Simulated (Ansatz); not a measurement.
# CH6SeSi2: the cost of one run

Computed with the Python package of Ansatz 0.2.0. Level of theory: B3LYP/def2-SVP.

### Step 1. Starting point

Bond lengths: C1–Si2 1.815 Å, Si2–Se3 2.253 Å, C1–Si4 1.893 Å, Se3–Si4 2.259 Å, C1–H5 1.136 Å, C1–H6 1.169 Å, Si2–H7 1.476 Å, Si2–H8 1.425 Å, Si4–H9 1.539 Å, Si4–H10 1.400 Å. Angles (14 of 19 angles, heavy atoms first): C1–Si2–Se3 91.7°, Si2–C1–Si4 100.4°, Si2–Se3–Si4 78.4°, C1–Si4–Se3 89.5°, C1–Si2–H7 111.2°, C1–Si2–H8 113.1°, Se3–Si2–H7 110.9°, Se3–Si2–H8 111.0°, Si2–C1–H5 113.8°, Si2–C1–H6 112.6°, Si4–C1–H5 111.4°, Si4–C1–H6 111.3°, C1–Si4–H9 109.9°, C1–Si4–H10 112.8°.

The script holds or builds the structure itself.

### Step 2. Script

Input file scan_ch6sesi2.py:

```python
"""Stretching a bond of CH6SeSi2, the rest held rigid."""

import ansatz as az
import numpy as np

BASIS_SET = "def2-SVP"
XC = "b3lyp"


def main() -> None:
    system = (
        az.Crystal.molecule()
        .atom("C", [-0.5034, 0.362, -0.5537])
        .atom("Si", [-0.2787, -1.4116, -0.2389])
        .atom("Se", [1.2744, -1.0027, 1.3407])
        .atom("Si", [0.7538, 1.0883, 0.6613])
        .atom("H", [-0.2729, 0.6709, -1.6226])
        .atom("H", [-1.5875, 0.7274, -0.311])
        .atom("H", [0.3223, -2.0885, -1.405])
        .atom("H", [-1.4318, -2.0285, 0.3273])
        .atom("H", [0.0215, 1.8462, 1.7832])
        .atom("H", [1.7856, 1.7853, 0.0217])
    )

    symbols = [site.symbol for site in system.cartesian_sites]
    start = np.array([site.position_ang for site in system.cartesian_sites])
    axis = (start[7] - start[1]) / np.linalg.norm(start[7] - start[1])
    moving = [7]
    lengths, energies = [1.21, 1.31, 1.43, 1.57, 1.78, 2.14, 2.57, 3.14], []
    for length in lengths:
        xyz = start.copy()
        xyz[moving] += (length - np.linalg.norm(start[7] - start[1])) * axis
        point = az.Crystal.molecule()
        for symbol, xyz in zip(symbols, xyz):
            point = point.atom(symbol, xyz.tolist())
        model = (
            point.calculation()
            .basis(gaussian=BASIS_SET)
            .functional(XC)
            .spin("collinear")
        )
        rep = model.run().report
        energies.append(rep["free_energy_ev"])
        print(f"r = {length:6.3f} A  E = {energies[-1]:.5f} eV  <S^2> = {abs(rep['mean_field']['state']['spin_squared']):.3f}")

    print("energy above the lowest point (eV):", [round(e - min(energies), 3) for e in energies])


if __name__ == "__main__":
    main()
```

### Step 3. What the engine is handed

The package turns the script's settings into the engine's input (first run):

```yaml
crystal:
  periodic: [false, false, false]
  atoms:
    - { symbol: C, position_ang: [-0.5034, 0.362, -0.5537] }
    - { symbol: Si, position_ang: [-0.2787, -1.4116, -0.2389] }
    - { symbol: Se, position_ang: [1.2744, -1.0027, 1.3407] }
    - { symbol: Si, position_ang: [0.7538, 1.0883, 0.6613] }
    - { symbol: H, position_ang: [-0.2729, 0.6709, -1.6226] }
    - { symbol: H, position_ang: [-1.5875, 0.7274, -0.311] }
    - { symbol: H, position_ang: [0.3223, -2.0885, -1.405] }
    - { symbol: H, position_ang: [-1.2577842955586656, -1.9354028808690842, 0.2418540786968315] }
    - { symbol: H, position_ang: [0.0215, 1.8462, 1.7832] }
    - { symbol: H, position_ang: [1.7856, 1.7853, 0.0217] }
basis:
  gaussian:
    orbitals: def2-SVP
hamiltonian:
  xc: b3lyp
magnetization:
  spin_polarized: true
```

### Step 4. Running it

Run with:

```
python scan_ch6sesi2.py
```

What time and memory should one allow on 1 thread of Arm Neoverse V1, shared host?

About 1.9 min, with a peak of 0.51 GiB.
